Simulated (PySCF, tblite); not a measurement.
# C3H7B2F3: geometry, infrared bands and NMR shifts

Wanted: the infrared bands and NMR shifts of C3H7B2F3 (`BBCCC(F)(F)F`), by calculation.

Computed with tblite 0.8.0 and PySCF 2.14.0, with density-fitted response routines of our own, on a single molecule in the gas phase. Atoms count from 0, in the outputs and in this text.

### Step 1. The molecule as given

15 atoms, charge 0, multiplicity 1; geometry from: force field or distance geometry start.

Bonds of the start (Å): B0–B1 1.67, B1–C2 1.56, C2–C3 1.53, C3–C4 1.51, C4–F5 1.39, C4–F6 1.40, C4–F7 1.37, B0–H8 1.18, B0–H9 1.17, B1–H10 1.21, C2–H11 1.11, C2–H12 1.10, C3–H13 1.12, C3–H14 1.11.

### Step 2. Geometry optimisation with GFN2-xTB

Job settings and geometry (Å):

```
{"job": {"kind": "relax", "xc": "GFN2-xTB", "basis": "xTB"}, "charge": 0, "multiplicity": 1}
B      2.898600     0.152600    -0.150900
B      1.506300    -0.249600     0.668900
C      0.165400     0.338100     0.122900
C     -0.977000    -0.674200     0.181600
C     -2.183700     0.040900    -0.368600
F     -2.393100     1.148600     0.443400
F     -1.831800     0.439000    -1.659500
F     -3.253600    -0.815400    -0.348000
H      2.914600     1.246200    -0.597700
H      3.372400    -0.692000    -0.814900
H      1.607500    -0.198700     1.869500
H     -0.147600     1.166600     0.796500
H      0.230300     0.653300    -0.926300
H     -1.180500    -1.004600     1.232300
H     -0.732300    -1.543000    -0.471200
```

Started as:

```bash
OMP_NUM_THREADS=1 python probes_run.py task.json out
```

One launch serves the whole session: the jobs run in the order shown.

What it wrote:

```text
step      E/eV     max force
  0    -723.61398    3.004
  1    -723.99653    1.990
  2    -724.39534    0.932
  3    -724.46167    0.686
  4    -724.53428    0.460
  5    -724.54875    0.360
  6    -724.56811    0.263
  7    -724.57598    0.245
  8    -724.58816    0.239
  9    -724.59874    0.280
 10    -724.60957    0.276
 11    -724.61805    0.246
 12    -724.62598    0.217
 13    -724.63462    0.239
 14    -724.64401    0.217
 15    -724.65302    0.243
 16    -724.66126    0.233
 17    -724.66826    0.226
 18    -724.67384    0.198
 19    -724.67824    0.151
 20    -724.68223    0.171
 21    -724.68679    0.193
 22    -724.69195    0.221
 23    -724.69702    0.185
 24    -724.70182    0.152
 25    -724.70646    0.167
 26    -724.71131    0.176
 27    -724.71638    0.171
 28    -724.72084    0.161
 29    -724.72431    0.164
 30    -724.72699    0.123
 31    -724.72911    0.123
 32    -724.73059    0.133
 33    -724.73139    0.132
 34    -724.73255    0.078
 35    -724.73395    0.101
 36    -724.73542    0.114
 37    -724.73713    0.103
 38    -724.73838    0.095
 39    -724.73939    0.075
 40    -724.74040    0.075
 41    -724.74153    0.081
 42    -724.74253    0.081
 43    -724.74332    0.061
 44    -724.74404    0.054
 45    -724.74468    0.061
 46    -724.74507    0.045
 47    -724.74530    0.043
 48    -724.74550    0.041
 49    -724.74576    0.045
 50    -724.74607    0.057
 51    -724.74639    0.044
 52    -724.74670    0.037
 53    -724.74700    0.043
 54    -724.74748    0.068
 55    -724.74796    0.072
 56    -724.74836    0.053
 57    -724.74871    0.048
 58    -724.74911    0.046
 59    -724.74960    0.068
 60    -724.75015    0.070
 61    -724.75071    0.077
 62    -724.75134    0.086
 63    -724.75207    0.081
 64    -724.75281    0.076
 65    -724.75346    0.059
 66    -724.75399    0.045
 67    -724.75441    0.043
 68    -724.75475    0.044
 69    -724.75517    0.053
 70    -724.75578    0.059
 71    -724.75661    0.060
 72    -724.75751    0.077
 73    -724.75835    0.096
 74    -724.75917    0.114
 75    -724.76007    0.107
 76    -724.76133    0.087
 77    -724.76315    0.084
 78    -724.76505    0.077
 79    -724.76565    0.050
 80    -724.76627    0.061
 81    -724.76679    0.065
 82    -724.76747    0.064
 83    -724.76794    0.088
 84    -724.76847    0.059
 85    -724.76891    0.033
 86    -724.76915    0.034
 87    -724.76930    0.040
 88    -724.76946    0.033
 89    -724.76972    0.030
 90    -724.77005    0.033
 91    -724.77036    0.033
 92    -724.77056    0.038
 93    -724.77072    0.032
 94    -724.77089    0.034
 95    -724.77111    0.030
 96    -724.77128    0.032
 97    -724.77142    0.028
 98    -724.77157    0.023
 99    -724.77174    0.024
100    -724.77188    0.027
101    -724.77199    0.026
102    -724.77209    0.021
103    -724.77218    0.022
104    -724.77225    0.016
105    -724.77229    0.017
106    -724.77232    0.016
107    -724.77236    0.014
108    -724.77244    0.018
109    -724.77254    0.025
110    -724.77264    0.026
111    -724.77273    0.025
112    -724.77286    0.029
113    -724.77303    0.035
114    -724.77326    0.041
115    -724.77348    0.056
116    -724.77370    0.047
117    -724.77386    0.033
118    -724.77399    0.024
119    -724.77407    0.017
120    -724.77411    0.020
121    -724.77413    0.008
```

It took 0.98 s on 1 thread of Arm Neoverse N1, shared host; peak memory 0.18 GiB.

Step by step: (not every step is listed)

```csv
step,energy from step 0 (eV),largest force (eV/Å)
0,0.0000,3.0040
1,-0.3826,1.9896
2,-0.7814,0.9322
3,-0.8477,0.6863
4,-0.9203,0.4601
5,-0.9348,0.3597
6,-0.9541,0.2627
7,-0.9620,0.2452
8,-0.9742,0.2392
18,-1.0599,0.1978
28,-1.1069,0.1613
38,-1.1244,0.0952
48,-1.1315,0.0413
58,-1.1351,0.0459
68,-1.1408,0.0437
78,-1.1511,0.0767
88,-1.1555,0.0333
98,-1.1576,0.0232
108,-1.1585,0.0183
116,-1.1597,0.0473
117,-1.1599,0.0327
118,-1.1600,0.0244
119,-1.1601,0.0166
120,-1.1601,0.0203
121,-1.1602,0.0085
```

Distances of close pairs at the start and the end, largest changes first:

```csv
bond,before (Å),after (Å),change (Å)
C4–F6,1.396,1.343,-0.053
C4–F5,1.389,1.344,-0.046
B0–B1,1.665,1.623,-0.043
C3–H13,1.120,1.091,-0.029
B1–H10,1.206,1.177,-0.029
B1–C2,1.563,1.588,+0.025
C4–F7,1.371,1.345,-0.025
C3–H14,1.114,1.091,-0.023
```

The next job starts from the end point, and lists it.

### Step 3. Vibrational analysis with GFN2-xTB

Job settings and geometry (Å):

```
{"job": {"kind": "ir", "xc": "GFN2-xTB", "basis": "xTB"}, "charge": 0, "multiplicity": 1}
B      3.010598     0.394065    -0.025987
B      1.587348    -0.275679     0.371993
C      0.184527     0.240086    -0.164544
C     -1.036327    -0.571573     0.282719
C     -2.322977     0.040687    -0.229072
F     -2.527209     1.281793     0.243711
F     -2.355935     0.138203    -1.568441
F     -3.405033    -0.677869     0.121817
H      3.502810     1.256816     0.597291
H      3.658291     0.020372    -0.929192
H      1.548513    -1.195965     1.105350
H      0.049482     1.276887     0.157792
H      0.194578     0.278868    -1.257204
H     -1.106166    -0.606158     1.371103
H     -0.986913    -1.592544    -0.099247
```

What it wrote:

```text
mode    cm-1     km/mol
  1      25.3      0.35
  2      70.3      1.41
  3      86.5      0.49
  4      99.9      1.72
  5     207.5      1.23
  6     275.9      0.89
  7     282.7      2.41
  8     333.8      0.69
  9     371.6      9.27
 10     443.5      1.02
 11     475.3      8.60
 12     497.9     15.13
 13     585.0     28.67
 14     597.6      2.89
 15     708.1     56.71
 16     787.6     64.86
 17     812.9     25.79
 18     855.8     21.49
 19     898.5    113.06
 20     955.3     47.02
 21    1014.3    103.21
 22    1023.7      6.95
 23    1050.8    289.52
 24    1112.0      0.93
 25    1166.3      5.23
 26    1168.5    149.68
 27    1189.4    194.97
 28    1248.3     44.15
 29    1255.8     25.60
 30    1328.2      8.46
 31    1446.7      0.79
 32    1449.3     24.72
 33    2575.6    101.46
 34    2617.3     71.42
 35    2631.0    104.49
 36    2954.4     14.47
 37    2977.8     11.56
 38    3001.3     16.04
 39    3004.7     12.78
```

Wall time 0.63 s (1 thread of Arm Neoverse N1, shared host); peak memory 0.18 GiB.

The strongest bands and the atoms that carry them (share of the mass-weighted mode):

```csv
cm⁻¹,km/mol,atoms
898,113.1,"C3 17 %, H13 13 %, H14 13 %"
1014,103.2,"C4 33 %, H14 17 %, H13 14 %"
1051,289.5,"C4 67 %, F7 19 %"
1168,149.7,"C4 32 %, H14 17 %, H13 15 %, C3 12 %"
1189,195.0,C4 69 %
2576,101.5,H10 92 %
2617,71.4,"H8 50 %, H9 45 %"
2631,104.5,"H9 47 %, H8 42 %, B0 11 %"
```

### Step 4. Shielding tensors: PBE0/pcSseg-1

Same as in step 3 but for these lines:

```diff
@@ -1,2 +1,2 @@
-{"job": {"kind": "ir", "xc": "GFN2-xTB", "basis": "xTB"}, "charge": 0, "multiplicity": 1}
+{"job": {"kind": "nmr", "xc": "PBE0", "basis": "pcSseg-1"}, "charge": 0, "multiplicity": 1}
 B      3.010598     0.394065    -0.025987
```

Level: GIAO PBE0/pcSseg-1 NMR shielding, non-relativistic, gas phase.

What it wrote:

```text
coarse grid: 13032 points
cycle   1  E = -466.9832643566  dE =  8.791e-01  |g| = 8.792e-01  |ddm| = 3.300e+00
cycle   2  E = -466.8709621779  dE =  1.123e-01  |g| = 1.267e+00  |ddm| = 1.057e+00
cycle   3  E = -467.1187511248  dE = -2.478e-01  |g| = 6.043e-02  |ddm| = 6.142e-01
cycle   4  E = -467.1193501450  dE = -5.990e-04  |g| = 3.478e-02  |ddm| = 7.203e-02
cycle   5  E = -467.1196199917  dE = -2.698e-04  |g| = 5.939e-03  |ddm| = 3.023e-02
cycle   6  E = -467.1196293846  dE = -9.393e-06  |g| = 1.325e-03  |ddm| = 7.052e-03
final grid: 128456 points
cycle   7  E = -467.1830952882  dE = -5.418e-05  |g| = 8.287e-03  |ddm| = 2.632e-02
cycle   8  E = -467.1830871219  dE =  8.166e-06  |g| = 1.087e-02  |ddm| = 1.438e-02
cycle   9  E = -467.1831114508  dE = -2.433e-05  |g| = 8.496e-04  |ddm| = 7.560e-03
cycle  10  E = -467.1831115957  dE = -1.450e-07  |g| = 2.230e-04  |ddm| = 8.461e-04
cycle  11  E = -467.1831116028  dE = -7.013e-09  |g| = 8.746e-05  |ddm| = 1.778e-04
cycle  12  E = -467.1831116045  dE = -1.759e-09  |g| = 1.020e-05  |ddm| = 7.256e-05
cycle  13  E = -467.1831116045  dE = -1.796e-11  |g| = 4.420e-06  |ddm| = 1.080e-05
converged SCF energy = -467.1831116045

GIAO shielding tensors (ppm)
atom      isotropic    diamagn.    paramagn.     s11        s22        s33       span
  0 B       -5.850     195.671    -201.520   -132.348    -20.844    135.643    267.990
  1 B       -6.180     191.534    -197.714   -114.111    -21.115    116.686    230.797
  2 C      164.496     253.154     -88.658    140.650    169.393    183.445     42.795
  3 C      148.165     250.264    -102.098    124.228    144.954    175.314     51.086
  4 C       50.255     243.596    -193.340     45.521     47.941     57.304     11.782
  5 F      264.062     474.336    -210.274    171.656    269.379    351.151    179.495
  6 F      263.878     474.497    -210.619    172.049    271.073    348.510    176.461
  7 F      250.545     469.114    -218.569    158.559    248.942    344.133    185.574
  8 H       21.682      28.880      -7.197      9.281     25.765     30.001     20.720
  9 H       21.678      28.882      -7.204      9.296     25.725     30.013     20.717
 10 H       22.080      29.443      -7.363     10.584     26.961     28.694     18.109
 11 H       29.704      32.421      -2.717     24.356     29.282     35.476     11.119
 12 H       29.492      32.456      -2.964     24.294     29.015     35.168     10.874
 13 H       29.393      30.812      -1.420     25.684     28.314     34.180      8.496
 14 H       29.394      30.764      -1.370     25.656     28.419     34.107      8.450
```

Run time: 46 s. Hardware: 1 thread of Arm Neoverse N1, shared host; peak memory 0.75 GiB.

Shifts follow as δ = σ(reference) − σ, with reference shieldings (ppm) from runs at the same level and on the same kind of geometry: 1H TMS 31.72, 13C TMS 186.9, 19F CFCl3 170.9, 11B BF3·OEt2 100.1. The references are single molecules in the gas phase, so shifts against H2O, NH3, PH3, H3PO4 or CFCl3 are not on the usual liquid scales and can be off by tens of ppm. Atoms listed in one row are averaged.

```csv
atoms,environment,σ (ppm),δ (ppm),δ scaled to CDCl3
C4,CF3 carbon,50.3,136.7,131.5
C3,sp3 CH2,148.2,38.8,35.9
C2,sp3 CH2 bonded to B,164.5,22.4,20.0
"H8, H9",hydrogen on a boron bonded to B,21.68,10.04,–
H10,"hydrogen on a boron bonded to C, B",22.08,9.64,–
"H13, H14",hydrogen on an sp3 CH2,29.39,2.32,2.30
"H11, H12",hydrogen on an sp3 CH2 bonded to B,29.60,2.12,2.10
B1,"boron bonded to C, B, H",-6.2,106.2,–
B0,"boron bonded to B, 2 H",-5.8,105.9,–
"F5, F6, F7",fluorine of a CF3 group,259.5,-88.5,–
```

The scaled column applies a straight-line fit of computed shieldings to shifts measured in CDCl3, and one for carbons that bear F (root-mean-square error 0.16 ppm for H, 1.9 ppm for C).

Charges from the same density, by scheme (e):

```csv
atoms,Mulliken,IAO,Hirshfeld,ESP fit
B0,-0.04,-0.08,0.09,0.17
B1,0.15,0.05,0.12,0.09
C2,-0.51,-0.39,-0.13,0.13
C3,-0.29,-0.30,-0.09,-0.35
C4,0.79,0.81,0.26,0.60
"F5, F6, F7",-0.28,-0.29,-0.10,-0.21
```

Mayer bond orders: B0–B1 1.09, B1–C2 0.95, C2–C3 1.02, C3–C4 1.04, C4–F5 0.99, C4–F6 0.99, C4–F7 1.00.

Orbitals, density, ELF and potential are computed afterwards from the orbital file.

Frontier orbitals at PBE0/pcSseg-1, with the share of their density that lies nearest to each atom:

```csv
orbital,energy (eV),lies on
HOMO,-8.60,"B0, B1 about 28 % each; H10 11 %; H8, H9 about 8 % each"
LUMO,-1.85,"B0 53 %; H8, H9 about 15 % each; H10 6 %"
```

ELF in a plane through or near 7 of the atoms.

Ten even steps from '0' (0.00) to '9' (1.00):
```
0000000000000000000000000000
0000000000000000000000000000
0000000000000000000000000000
0000000005762000000000000000
0000000049997000000000000000
0000000059999001210001000000
0000000149998014540045310000
0000000357785135551278730000
0000000492917562655383851000
0000230086349596298676862000
0001361919586657582066751000
0001365017344253132321220000
0000244102014651012200000000
0000011000001320000000000000
0000000000000000000000000000
0000000000000000000000000000
0000000000000000000000000000
0000000000000000000000000000
0000000000000000000000000000
0000000000000000000000000000
```
The map spans 12.4 Å across and 8.6 Å up, centred on the molecule. Atoms in the plane (x, y in Å): B0 (-3.0, -0.2), B1 (-1.6, 0.5), C2 (-0.2, -0.3), C3 (1.1, 0.6), C4 (2.3, -0.3), F7 (3.4, 0.5), H10 (-1.5, 1.7).

On the surface of density 0.002 e/bohr³ the electrostatic potential runs, from the 1st to the 99th percentile, from -0.70 V near F7 to 1.66 V near B0.

### Step 5. Outcome

| quantity | value |
| --- | --- |
| strongest single infrared mode (GFN2-xTB) | 1051 cm⁻¹, 290 km/mol |
| zero-point energy (GFN2-xTB) | 62.3 kcal/mol |
| 13C shifts against TMS (PBE0/pcSseg-1) | 136.7, 38.8, 22.4 ppm |
| 1H shifts against TMS (PBE0/pcSseg-1, means over atoms taken as alike) | 10.04, 9.64, 2.32, 2.12 ppm |
| 11B shifts against BF3·OEt2 (PBE0/pcSseg-1) | 106.2, 105.9 ppm |
| 19F shifts against CFCl3 (PBE0/pcSseg-1, means over atoms taken as alike) | -88.5 ppm |
| surface potential, 1st and 99th percentile | -0.70 V and 1.66 V |

What this shows: Relaxing lowered the energy by 1.160 eV in 121 steps; the close pair that moved most is C4–F6, from 1.396 to 1.343 Å. All 39 modes are real, so the xTB geometry is a minimum. The strongest single mode, at 1051 cm⁻¹, moves mainly C4. GFN2-xTB is a fitted tight-binding method: band positions and strengths are rough. Its intensities can rank the bands wrongly. At PBE0/pcSseg-1: The widest tensor belongs to B0: span 268 ppm, with a paramagnetic part of -202 ppm. At PBE0/pcSseg-1, counted by nearest atom on the grid, the HOMO lies on B0, B1 about 28 % each; H10 11 %, the LUMO on B0 53 %; H8, H9 about 15 % each.
